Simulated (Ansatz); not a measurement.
# ClGeH₇N₂OSi: ionisation energy by level of theory

How much energy removes an electron from ClGeH₇N₂OSi at fixed geometry? The cation is run at each level and the neutral's energy taken from earlier runs.

The runs use Ansatz 0.2.0, Gaussian basis; unrestricted cation, the program's frozen cores in correlated methods.

The runs, in order: UKS PBE-D4/def2-TZVPP; UKS r2SCAN-D4/def2-TZVPP; UKS PBE0-D4/def2-TZVPP; UKS B3LYP-D4/def2-TZVPP; UKS wB97X-V/def2-TZVPP; UKS wB97M-V/def2-TZVPP; UKS B2PLYP/def2-TZVPP; UHF-CCSD(T)/def2-TZVPP; UHF-MP2/def2-QZVPP; extrapolation to the limit; then −ε(HOMO) from the neutral's earlier runs with LDA (SPW92), PBE-D4, revPBE-D4, BLYP-D4, r2SCAN-D4, B97M-V, PBE0-D4, B3LYP-D4, r2SCANh-D4, r2SCAN0-D4, HSE06-D4, BHLYP-D4, CAM-B3LYP-D4, LC-ωPBE, ωB97X-V, ωB97M-V.

1 further run of the same task is left out (it didn't finish).

### Step 1. The relaxed structure

The geometry comes from an earlier relaxation with PBE0-D4 in a triple-zeta def2 set; it is a stationary point, not always the lowest conformer.

SMILES `[NH2][GeH2][O][SiH](N)Cl`, 13 atoms, charge 0, spin multiplicity 1.

Atoms are counted from 1 here; the program's logs count them from 0.

Bond lengths: N1–Ge2 1.812 Å, N1–H7 1.006 Å, N1–H8 1.006 Å, Ge2–O3 1.785 Å, Ge2–H9 1.535 Å, Ge2–H10 1.534 Å, O3–Si4 1.616 Å, Si4–N5 1.694 Å, Si4–Cl6 2.072 Å, Si4–H11 1.477 Å, N5–H12 1.006 Å, N5–H13 1.007 Å. Angles: Ge2–N1–H7 118.3°, Ge2–N1–H8 118.5°, H7–N1–H8 111.5°, N1–Ge2–O3 106.5°, N1–Ge2–H9 110.9°, N1–Ge2–H10 110.2°, O3–Ge2–H9 107.1°, O3–Ge2–H10 106.7°, H9–Ge2–H10 115.0°, Ge2–O3–Si4 135.9°, O3–Si4–N5 115.5°, O3–Si4–Cl6 106.8°, O3–Si4–H11 110.7°, N5–Si4–Cl6 107.6°, N5–Si4–H11 107.6°, Cl6–Si4–H11 108.5°, Si4–N5–H12 120.1°, Si4–N5–H13 122.1° and more.

### Step 2. Cation, UKS PBE-D4/def2-TZVPP

in.yaml reads:

```yaml
crystal:
  periodic: [false, false, false]
  atoms:
    - {symbol: N, position_ang: [-1.766039, -2.023707, 1.030723]}
    - {symbol: Ge, position_ang: [-1.194549, -1.009976, -0.358132]}
    - {symbol: O, position_ang: [0.154752, -0.017730, 0.260086]}
    - {symbol: Si, position_ang: [1.357756, 0.841775, -0.392828]}
    - {symbol: N, position_ang: [1.759530, 2.270588, 0.424462]}
    - {symbol: Cl, position_ang: [0.751705, 1.362906, -2.304006]}
    - {symbol: H, position_ang: [-2.677669, -1.837713, 1.413627]}
    - {symbol: H, position_ang: [-1.564814, -3.009484, 1.020607]}
    - {symbol: H, position_ang: [-0.628961, -1.890802, -1.481341]}
    - {symbol: H, position_ang: [-2.296414, -0.035042, -0.790958]}
    - {symbol: H, position_ang: [2.585256, 0.026541, -0.495708]}
    - {symbol: H, position_ang: [2.426106, 2.250031, 1.178303]}
    - {symbol: H, position_ang: [1.113841, 3.038014, 0.509864]}
basis:
  gaussian: {orbitals: def2-TZVPP}
total_charge: 1
magnetization: {spin_polarized: true, initial_magnetization: 1}
hamiltonian: {xc: pbe, dispersion: d4}
```

Further steps of the session: Cation, UKS r2SCAN-D4/def2-TZVPP; Cation, UKS PBE0-D4/def2-TZVPP; Cation, UKS B3LYP-D4/def2-TZVPP; Cation, UKS wB97X-V/def2-TZVPP; Cation, UKS wB97M-V/def2-TZVPP; Cation, UKS B2PLYP (frozen core)/def2-TZVPP; Cation, UHF-CCSD(T)/def2-TZVPP; Cation, UHF-MP2/def2-QZVPP.

Q: Predict the results of all the runs planned. Wanted: ionisation energy, CCSD(T)/CBS; nearest functional by difference; nearest −ε(HOMO); −ε(HOMO) of PBE; T1 of the cation.

**Answer**, as computed:

```
                        quantity               value
  ionisation energy, CCSD(T)/CBS            10.13 eV
nearest functional by difference  ωB97X-V (-0.13 eV)
                nearest −ε(HOMO)  ωB97X-V (-0.08 eV)
                 −ε(HOMO) of PBE             6.09 eV
                T1 of the cation               0.019
```

What this shows: By cation minus neutral, the functionals miss by 1.37 eV at most. The PBE orbital energy is 4.0 eV too small: a semilocal HOMO is no ionisation energy. Among orbital estimates ωB97X-V comes nearest. Hartree-Fock falls 1.54 eV short, as the neutral has more correlation energy than the cation. Correlated methods include outer-core shells of Ge, which these sets cover unevenly. With outer-core shells in play the reference is unsure by up to some tenths of an eV, so close misses can't be ranked.
